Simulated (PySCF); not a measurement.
# As···H2B: magnetic exchange

Wanted: magnetic exchange for As···H2B.

Computed with PySCF 2.14.0 and routines of our own; the level stands in each step. Atoms count from 0.

## (1) The starting structure

4 atoms, charge 0, high-spin multiplicity 5; geometry from: GFN2-xTB fragments, placed rigidly.

The system (radical pair): As···H2B. The radical centres are 3.08 Å apart; the spin sites are atom 0 (3 unpaired) and atoms 1, 2, 3 (1 unpaired).

## (2) Magnetic exchange: CASSCF and SC-NEVPT2/def2-TZVP (4,4)

The job: settings as JSON, then the geometry in Å.

```
{"job": {"kind": "cas", "basis": "def2-TZVP", "active": "magnetic", "zfs": false}, "charge": 0, "high_spin_multiplicity": 5, "spin_sites": [[[0], 3], [[1, 2, 3], 1]]}
As    -1.050000    -0.252500    -2.055400
B      0.350000    -0.252500     0.685100
H      0.350000     0.252500    -0.358400
H      0.350000     0.252500     1.728700
```

Level: CASSCF and SC-NEVPT2/def2-TZVP spin states, gas phase.

The run is started by

```console
> OMP_NUM_THREADS=1 python exch_run.py task.json out
```

One launch serves the whole session: the jobs run in the order shown.

The log of the run:

```text
start orbitals: natural orbitals of the high-spin HF determinant (converged)
active space: 4 electrons in 4 orbitals, 18 closed; orbitals optimised for multiplicities 5 3
macro   0  E = -2259.9303810977  dE =  0.000e+00  |g| = 3.012e-02
macro   1  E = -2259.9307000231  dE = -3.189e-04  |g| = 9.838e-03
macro   2  E = -2259.9307559100  dE = -5.589e-05  |g| = 3.477e-03
macro   3  E = -2259.9307611596  dE = -5.250e-06  |g| = 1.917e-03
macro   4  E = -2259.9307642206  dE = -3.061e-06  |g| = 1.331e-03
macro   5  E = -2259.9307654902  dE = -1.270e-06  |g| = 1.293e-03
macro   6  E = -2259.9307666568  dE = -1.167e-06  |g| = 9.380e-04
macro   7  E = -2259.9307670587  dE = -4.019e-07  |g| = 7.246e-04
macro   8  E = -2259.9307672213  dE = -1.625e-07  |g| = 3.515e-04
macro   9  E = -2259.9307672738  dE = -5.256e-08  |g| = 1.877e-04
CASSCF converged, mean energy = -2259.9307672738
2S+1 = 5  root 0  E(CAS) = -2259.93017555  E(NEVPT2) = -2260.21385208  occupations 1.000 1.000 1.000 1.000
2S+1 = 3  root 0  E(CAS) = -2259.93135900  E(NEVPT2) = -2260.21615291  occupations 1.211 1.000 1.000 0.789
```

It took 1.5 s on 1 thread of Arm Neoverse V2, shared host.

From this job:

| quantity | value |
| --- | --- |
| J (CASSCF) | -65 cm⁻¹ |
| J (NEVPT2) | -126 cm⁻¹ |
| low less high spin (NEVPT2) | -1.4 kcal/mol |

Mulliken spin populations of the high-spin state:

| atom | value (e) |
| --- | --- |
| As0 | 2.98 |
| B1 | 1.02 |
| H2 | 0.00 |
| H3 | 0.01 |

The fields below are evaluated on a grid from the run's orbitals.

The spin density lies nearest to As0 69 %; B1 21 %; H2 7 %.

## (3) Magnetic exchange: HF/def2-TZVP

The job: settings as JSON, then the geometry in Å.

```
{"job": {"kind": "bs", "xc": "HF", "basis": "def2-TZVP", "rks": false}, "charge": 0, "high_spin_multiplicity": 5, "spin_sites": [[[0], 3], [[1, 2, 3], 1]]}
As    -1.050000    -0.252500    -2.055400
B      0.350000    -0.252500     0.685100
H      0.350000     0.252500    -0.358400
H      0.350000     0.252500     1.728700
```

Method: HF/def2-TZVP high-spin and broken-symmetry single points, gas phase.

The log of the run:

```text
high-spin state, multiplicity 5
final grid: 35032 points
cycle   1  E = -2259.8732885271  dE = -1.116e+00  |g| = 2.174e-01  |ddm| = 1.261e+00
cycle   2  E = -2259.9234115018  dE = -5.012e-02  |g| = 1.062e-01  |ddm| = 3.842e-01
cycle   3  E = -2259.9302450500  dE = -6.834e-03  |g| = 4.133e-02  |ddm| = 1.083e-01
cycle   4  E = -2259.9328115341  dE = -2.566e-03  |g| = 1.272e-02  |ddm| = 8.497e-02
cycle   5  E = -2259.9331805700  dE = -3.690e-04  |g| = 5.248e-03  |ddm| = 3.243e-02
cycle   6  E = -2259.9332458150  dE = -6.524e-05  |g| = 1.967e-03  |ddm| = 1.380e-02
cycle   7  E = -2259.9332555710  dE = -9.756e-06  |g| = 7.977e-04  |ddm| = 5.377e-03
cycle   8  E = -2259.9332576160  dE = -2.045e-06  |g| = 3.472e-04  |ddm| = 2.203e-03
cycle   9  E = -2259.9332581659  dE = -5.499e-07  |g| = 1.921e-04  |ddm| = 1.019e-03
cycle  10  E = -2259.9332583935  dE = -2.276e-07  |g| = 1.212e-04  |ddm| = 6.701e-04
cycle  11  E = -2259.9332585201  dE = -1.267e-07  |g| = 7.877e-05  |ddm| = 5.797e-04
cycle  12  E = -2259.9332585863  dE = -6.613e-08  |g| = 4.692e-05  |ddm| = 4.887e-04
cycle  13  E = -2259.9332586130  dE = -2.676e-08  |g| = 1.863e-05  |ddm| = 4.060e-04
cycle  14  E = -2259.9332586158  dE = -2.761e-09  |g| = 7.217e-06  |ddm| = 1.264e-04
converged SCF energy = -2259.9332586158

broken-symmetry state, M_S = 1, start: spins of the second site flipped
final grid: 35032 points
cycle   1  E = -2259.9328549055  dE = -5.799e-03  |g| = 2.121e-02  |ddm| = 8.966e-02
cycle   2  E = -2259.9334942037  dE = -6.393e-04  |g| = 7.948e-03  |ddm| = 2.775e-02
cycle   3  E = -2259.9336252284  dE = -1.310e-04  |g| = 2.324e-03  |ddm| = 1.668e-02
cycle   4  E = -2259.9336408316  dE = -1.560e-05  |g| = 1.123e-03  |ddm| = 5.704e-03
cycle   5  E = -2259.9336449797  dE = -4.148e-06  |g| = 7.398e-04  |ddm| = 2.210e-03
cycle   6  E = -2259.9336476295  dE = -2.650e-06  |g| = 4.763e-04  |ddm| = 1.956e-03
cycle   7  E = -2259.9336497183  dE = -2.089e-06  |g| = 2.970e-04  |ddm| = 2.275e-03
cycle   8  E = -2259.9336507183  dE = -1.000e-06  |g| = 1.879e-04  |ddm| = 1.747e-03
cycle   9  E = -2259.9336512022  dE = -4.839e-07  |g| = 8.138e-05  |ddm| = 1.646e-03
cycle  10  E = -2259.9336512641  dE = -6.186e-08  |g| = 3.720e-05  |ddm| = 5.766e-04
cycle  11  E = -2259.9336512726  dE = -8.562e-09  |g| = 1.055e-05  |ddm| = 2.313e-04
converged SCF energy = -2259.9336512726

<S^2> high spin = 6.0068, broken symmetry = 2.9823
E(HS) - E(BS) = 86.18 cm-1
J_noodleman = -28.73 cm-1
J_unprojected = -21.54 cm-1
J_yamaguchi = -28.49 cm-1
```

Wall time 0.6 s (1 thread of Arm Neoverse V2, shared host).

From this job:

| quantity | value |
| --- | --- |
| J (Yamaguchi) | -28 cm⁻¹ |
| low less high spin, projected | -0.3 kcal/mol |

## (4) Magnetic exchange: wB97X/def2-TZVP

The job: settings as JSON, then the geometry in Å.

```
{"job": {"kind": "bs", "xc": "wB97X", "grid": 1, "basis": "def2-TZVP", "rks": false}, "charge": 0, "high_spin_multiplicity": 5, "spin_sites": [[[0], 3], [[1, 2, 3], 1]]}
As    -1.050000    -0.252500    -2.055400
B      0.350000    -0.252500     0.685100
H      0.350000     0.252500    -0.358400
H      0.350000     0.252500     1.728700
```

With the program's defaults for keys left out, this is: wB97X/def2-TZVP high-spin and broken-symmetry single points, gas phase.

The log of the run:

```text
high-spin state, multiplicity 5
final grid: 17456 points
cycle   1  E = -2261.7525754111  dE = -1.130e-02  |g| = 1.114e-01  |ddm| = 1.553e-01
cycle   2  E = -2261.7533662617  dE = -7.909e-04  |g| = 9.019e-02  |ddm| = 8.714e-02
cycle   3  E = -2261.7543874440  dE = -1.021e-03  |g| = 4.902e-03  |ddm| = 3.438e-02
cycle   4  E = -2261.7544290665  dE = -4.162e-05  |g| = 1.407e-03  |ddm| = 1.241e-02
cycle   5  E = -2261.7544364186  dE = -7.352e-06  |g| = 5.505e-04  |ddm| = 5.132e-03
cycle   6  E = -2261.7544378334  dE = -1.415e-06  |g| = 3.066e-04  |ddm| = 1.899e-03
cycle   7  E = -2261.7544384657  dE = -6.323e-07  |g| = 1.717e-04  |ddm| = 1.418e-03
cycle   8  E = -2261.7544387206  dE = -2.549e-07  |g| = 1.119e-04  |ddm| = 8.466e-04
cycle   9  E = -2261.7544388824  dE = -1.618e-07  |g| = 6.502e-05  |ddm| = 8.034e-04
cycle  10  E = -2261.7544389444  dE = -6.198e-08  |g| = 2.860e-05  |ddm| = 6.099e-04
cycle  11  E = -2261.7544389545  dE = -1.010e-08  |g| = 7.303e-06  |ddm| = 3.104e-04
cycle  12  E = -2261.7544389548  dE = -2.847e-10  |g| = 2.990e-06  |ddm| = 4.153e-05
converged SCF energy = -2261.7544389548

broken-symmetry state, M_S = 1, start: spins of the second site flipped
final grid: 17456 points
cycle   1  E = -2261.7566411070  dE = -5.645e-03  |g| = 1.819e-02  |ddm| = 1.093e-01
cycle   2  E = -2261.7578962437  dE = -1.255e-03  |g| = 9.205e-03  |ddm| = 4.826e-02
cycle   3  E = -2261.7584243794  dE = -5.281e-04  |g| = 3.951e-03  |ddm| = 4.537e-02
cycle   4  E = -2261.7584899812  dE = -6.560e-05  |g| = 2.431e-03  |ddm| = 1.468e-02
cycle   5  E = -2261.7585158462  dE = -2.586e-05  |g| = 1.235e-03  |ddm| = 1.001e-02
cycle   6  E = -2261.7585270198  dE = -1.117e-05  |g| = 9.579e-04  |ddm| = 4.340e-03
cycle   7  E = -2261.7585390971  dE = -1.208e-05  |g| = 6.265e-04  |ddm| = 6.164e-03
cycle   8  E = -2261.7585466698  dE = -7.573e-06  |g| = 2.702e-04  |ddm| = 7.173e-03
cycle   9  E = -2261.7585477215  dE = -1.052e-06  |g| = 1.003e-04  |ddm| = 2.818e-03
cycle  10  E = -2261.7585478125  dE = -9.107e-08  |g| = 3.885e-05  |ddm| = 8.232e-04
cycle  11  E = -2261.7585478214  dE = -8.831e-09  |g| = 1.391e-05  |ddm| = 2.417e-04
converged SCF energy = -2261.7585478214

<S^2> high spin = 6.0044, broken symmetry = 2.9218
E(HS) - E(BS) = 901.79 cm-1
J_noodleman = -300.60 cm-1
J_unprojected = -225.45 cm-1
J_yamaguchi = -292.53 cm-1
```

Wall time 3.3 s (1 thread of Arm Neoverse V2, shared host).

Key values:

| quantity | value |
| --- | --- |
| J (Yamaguchi) | -293 cm⁻¹ |
| low less high spin, projected | -3.3 kcal/mol |

## (5) Magnetic exchange: HF/x2c-TZVPall, X2C, other SCF options

The job: settings as JSON, then the geometry in Å.

```
{"job": {"kind": "bs", "xc": "HF", "basis": "x2c-TZVPall", "rks": false, "x2c": true, "scf": {"diis_space": 4, "max_cycle": 76}}, "charge": 0, "high_spin_multiplicity": 5, "spin_sites": [[[0], 3], [[1, 2, 3], 1]]}
As    -1.050000    -0.252500    -2.055400
B      0.350000    -0.252500     0.685100
H      0.350000     0.252500    -0.358400
H      0.350000     0.252500     1.728700
```

Level: HF/x2c-TZVPall high-spin and broken-symmetry single points, scalar X2C, gas phase.

The log of the run:

```text
high-spin state, multiplicity 5
final grid: 35032 points
cycle   1  E = -2284.7107130496  dE = -3.789e-01  |g| = 1.945e-01  |ddm| = 1.249e+00
cycle   2  E = -2284.7602644610  dE = -4.955e-02  |g| = 8.334e-02  |ddm| = 3.782e-01
cycle   3  E = -2284.7672348235  dE = -6.970e-03  |g| = 4.077e-02  |ddm| = 1.161e-01
cycle   4  E = -2284.7690595769  dE = -1.825e-03  |g| = 1.304e-02  |ddm| = 6.596e-02
cycle   5  E = -2284.7694068169  dE = -3.472e-04  |g| = 5.388e-03  |ddm| = 3.047e-02
cycle   6  E = -2284.7694725250  dE = -6.571e-05  |g| = 2.147e-03  |ddm| = 1.318e-02
cycle   7  E = -2284.7694839513  dE = -1.143e-05  |g| = 8.582e-04  |ddm| = 5.769e-03
cycle   8  E = -2284.7694860678  dE = -2.117e-06  |g| = 4.096e-04  |ddm| = 2.134e-03
cycle   9  E = -2284.7694866715  dE = -6.037e-07  |g| = 2.464e-04  |ddm| = 9.806e-04
cycle  10  E = -2284.7694868986  dE = -2.270e-07  |g| = 1.715e-04  |ddm| = 5.359e-04
cycle  11  E = -2284.7694870574  dE = -1.588e-07  |g| = 1.147e-04  |ddm| = 5.181e-04
cycle  12  E = -2284.7694871634  dE = -1.060e-07  |g| = 7.664e-05  |ddm| = 5.043e-04
cycle  13  E = -2284.7694872239  dE = -6.045e-08  |g| = 4.738e-05  |ddm| = 4.509e-04
cycle  14  E = -2284.7694872485  dE = -2.466e-08  |g| = 2.428e-05  |ddm| = 3.361e-04
cycle  15  E = -2284.7694872538  dE = -5.301e-09  |g| = 1.167e-05  |ddm| = 1.652e-04
converged SCF energy = -2284.7694872538

broken-symmetry state, M_S = 1, start: spins of the second site flipped
final grid: 35032 points
cycle   1  E = -2284.7690899667  dE = -5.835e-03  |g| = 2.146e-02  |ddm| = 9.229e-02
cycle   2  E = -2284.7697305236  dE = -6.406e-04  |g| = 7.954e-03  |ddm| = 2.904e-02
cycle   3  E = -2284.7698608397  dE = -1.303e-04  |g| = 2.348e-03  |ddm| = 1.693e-02
cycle   4  E = -2284.7698767262  dE = -1.589e-05  |g| = 1.148e-03  |ddm| = 5.737e-03
cycle   5  E = -2284.7698808108  dE = -4.085e-06  |g| = 7.712e-04  |ddm| = 2.129e-03
cycle   6  E = -2284.7698831438  dE = -2.333e-06  |g| = 5.406e-04  |ddm| = 1.609e-03
cycle   7  E = -2284.7698853460  dE = -2.202e-06  |g| = 3.548e-04  |ddm| = 2.094e-03
cycle   8  E = -2284.7698866404  dE = -1.294e-06  |g| = 2.308e-04  |ddm| = 1.863e-03
cycle   9  E = -2284.7698872656  dE = -6.252e-07  |g| = 1.401e-04  |ddm| = 1.466e-03
cycle  10  E = -2284.7698875013  dE = -2.357e-07  |g| = 6.641e-05  |ddm| = 1.108e-03
cycle  11  E = -2284.7698875288  dE = -2.752e-08  |g| = 3.746e-05  |ddm| = 3.182e-04
cycle  12  E = -2284.7698875355  dE = -6.627e-09  |g| = 1.992e-05  |ddm| = 1.504e-04
converged SCF energy = -2284.7698875355

<S^2> high spin = 6.0070, broken symmetry = 2.9826
E(HS) - E(BS) = 87.85 cm-1
J_noodleman = -29.28 cm-1
J_unprojected = -21.96 cm-1
J_yamaguchi = -29.05 cm-1
```

Run time: 1.5 s. Hardware: 1 thread of Arm Neoverse V2, shared host.

From this job:

| quantity | value |
| --- | --- |
| J (Yamaguchi) | -29 cm⁻¹ |
| low less high spin, projected | -0.3 kcal/mol |

## (6) The levels compared

J for H = −2J S1·S2; the gap is low spin less high spin (projected; unprojected where the broken-symmetry state collapsed; or NEVPT2):

| step | level | geometry | J (cm⁻¹) | gap (kcal/mol) | time |
| --- | --- | --- | --- | --- | --- |
| 2 | CASSCF and SC-NEVPT2/def2-TZVP (4,4) | one | -126 | -1.4 | 1.5 s |
| 3 | HF/def2-TZVP | one | -28 | -0.3 | 0.6 s |
| 4 | wB97X/def2-TZVP | one | -293 | -3.3 | 3.3 s |
| 5 | HF/x2c-TZVPall, X2C, other SCF options | one | -29 | -0.3 | 1.5 s |

CASSCF times leave out a start SCF that an earlier step had already made.

## (7) Outcome

```
                                                                  quantity                                              value
                 J (CASSCF) (step 2, CASSCF and SC-NEVPT2/def2-TZVP (4,4))                                           -65 cm⁻¹
                 J (NEVPT2) (step 2, CASSCF and SC-NEVPT2/def2-TZVP (4,4))                                          -126 cm⁻¹
low less high spin (NEVPT2) (step 2, CASSCF and SC-NEVPT2/def2-TZVP (4,4))                                      -1.4 kcal/mol
                                                                         J  -293 (wB97X/def2-TZVP) to -28 cm⁻¹ (HF/def2-TZVP)
```

What this shows: The levels with a meaningful J put the low-spin state lower (antiferromagnetic coupling), from -293 to -28 cm⁻¹.
